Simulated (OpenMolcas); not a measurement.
# Tc⁴⁺ among point charges: CASSCF and CASPT2 levels and susceptibility

Aim: the splitting of the states of Tc⁴⁺ in the field of 6 point charges, its lowest levels with spin-orbit coupling and its magnetic susceptibility.

The numbers are computed with OpenMolcas 26.06 (state-averaged CASSCF and CASPT2, spin-orbit coupling by RASSI with atomic mean-field integrals), except any that are marked as measured or tabulated.

## (1) The atom as given

* Species: Tc⁴⁺ (technetium, Z = 43, 39 electrons)
* Basis: ANO-RCC-VTZP [7s6p4d2f1g], 68 functions
* Scalar Hamiltonian: DKH2, point nucleus
* Inactive shells: 1s 2s 2p 3s 3p 3d 4s 4p
* Active space: 3 electrons in 5 orbitals (4d)
* Some configurations of this space: 4d3
* Orbitals: optimised for each spin and parity, averaged over all roots

Outer shells as boxes (Hund's rule):

4d3
```
4d [↑ ][↑ ][↑ ][  ][  ]
```

The ion sits among 6 point charges of -1.7 e arranged as an octahedron (Oh), 1.75 Å from the ion.

Each step is its own input file, run in one work folder so that later steps find the files of earlier ones. Labels, J, g values, rates, χT and fits are worked out afterwards by a script from the matrices that RASSI stores. The input lists half of the charges; inversion (Group=XYZ) makes the rest.

## (2) Basis and integrals

File a.inp:

```
&GATEWAY
Coord
1

Tc 0.0 0.0 0.0
Basis=ANO-RCC-VTZP
Group=XYZ
NoMove
AngMom=0.0 0.0 0.0
AMFI
XField
3 Angstrom 0
1.750000 0.000000 0.000000 -1.700000
0.000000 1.750000 0.000000 -1.700000
0.000000 0.000000 1.750000 -1.700000
&SEWARD
```

Run with:

```console
$ OMP_NUM_THREADS=1 MOLCAS_MEM=1689 MOLCAS_PROJECT=a pymolcas a.inp > a.log
```

## (3) Reference wave functions, quartets of even parity, 10 roots

File a.inp:

```
&RASSCF
FileOrb=start.orb
Symmetry=1
Spin=4
nActEl=3 0 0
Inactive=9 9
Ras2=5 0
CIRoot=10 10 1
SDav=10
CIMx=300
Iter=120 100
PrWF=0.3
OrbListing=Nothing
MaxOrb=0
>>> COPY $Project.JobIph JOB001
```

start.orb holds the contracted functions of the basis, ordered by shell, or the orbitals of the step before.

## (4) Reference wave functions, doublets of even parity, 40 roots

File a.inp:

```
&RASSCF
FileOrb=start.orb
Symmetry=1
Spin=2
nActEl=3 0 0
Inactive=9 9
Ras2=5 0
CIRoot=40 40 1
SDav=40
CIMx=300
Iter=120 100
PrWF=0.3
OrbListing=Nothing
MaxOrb=0
>>> COPY $Project.JobIph JOB002
```

## (5) RASSI: spin-orbit coupling between the states

File a.inp:

```
&RASSI
NrOfJobIphs=2 10 40
1 2 3 4 5 6 7 8 9 10
1 2 3 4 5 6 7 8 9 10 11 12 13 14 15 16 17 18 19 20 21 22 23 24 25 26 27
28 29 30 31 32 33 34 35 36 37 38 39 40
IphNames
JOB001
JOB002
EJob
SpinOrbit
DIPRint=1.0
SOCoupling=1000.0
Subsets=2
Property=9
'ANGMOM' 1 'ANGMOM' 2 'ANGMOM' 3 'MLTPL  1' 1 'MLTPL  1' 2 'MLTPL  1' 3
'AMFI' 1 'AMFI' 2 'AMFI' 3
SOProperty=3
'ANGMOM' 1 'ANGMOM' 2 'ANGMOM' 3
```

## (6) CASPT2: IPEA 0.25, imaginary shift 0.1 (closed shells correlated: 4s 4p)

File a.inp:

```
>>> COPY JOB001 $Project.JobIph
&CASPT2
Multistate=10 1 2 3 4 5 6 7 8 9 10
NoMult
Frozen=8 6
IPEA=0.25
Imaginary=0.1
MaxIter=60
WThr=0.0 0.3 0.05
PrWF=0.5
NoMix
>>> COPY JOB002 $Project.JobIph
&CASPT2
Multistate=40 1 2 3 4 5 6 7 8 9 10 11 12 13 14 15 16 17 18 19 20 21 22
23 24 25 26 27 28 29 30 31 32 33 34 35 36 37 38 39 40
NoMult
Frozen=8 6
IPEA=0.25
Imaginary=0.1
MaxIter=60
WThr=0.0 0.3 0.05
PrWF=0.5
NoMix
```

(Steps that only read results are left out.)

What does the calculation give? Wanted: spin-free ground state; first state of the same spin within the active space; lowest level; next level.

The runs gave:

| quantity | value |
| --- | --- |
| method | SS-CASPT2, IPEA 0.25, imaginary shift 0.1 (closed shells correlated: 4s 4p) |
| spin-free ground state | 4A2, 1-fold in its orbital part |
| first state of the same spin within the active space | 4T2 at 14200 cm⁻¹ |
| lowest level | 4-fold Γ8 |
| next level | 12936.0 cm⁻¹ |
| χT at 300 K | 1.54 cm³ K/mol |
| effective moment at 300 K | 3.51 μB |

Cost by method:

```
                                              method  time of its own steps  time with the reference
                                           A. CASSCF                  9.4 s                    9.4 s
B. SS-CASPT2, IPEA 0.25, imaginary shift 0.1, +4s 4p                  6.2 s                     16 s
```

Times are of one thread on a shared host.

**Reading.** The spin-free ground state (4A2) comes to 100 % from free-ion F terms and keeps the highest spin of the shell. χT at 300 K is 1.54, against 1.88 cm³ K/mol for the spin alone, so spin-orbit coupling lowers it. CASPT2 does not keep the components of a term degenerate, and the means are used. The field of point charges can differ much from that of real complexes. This is an electrostatic model: the charges have no orbitals.
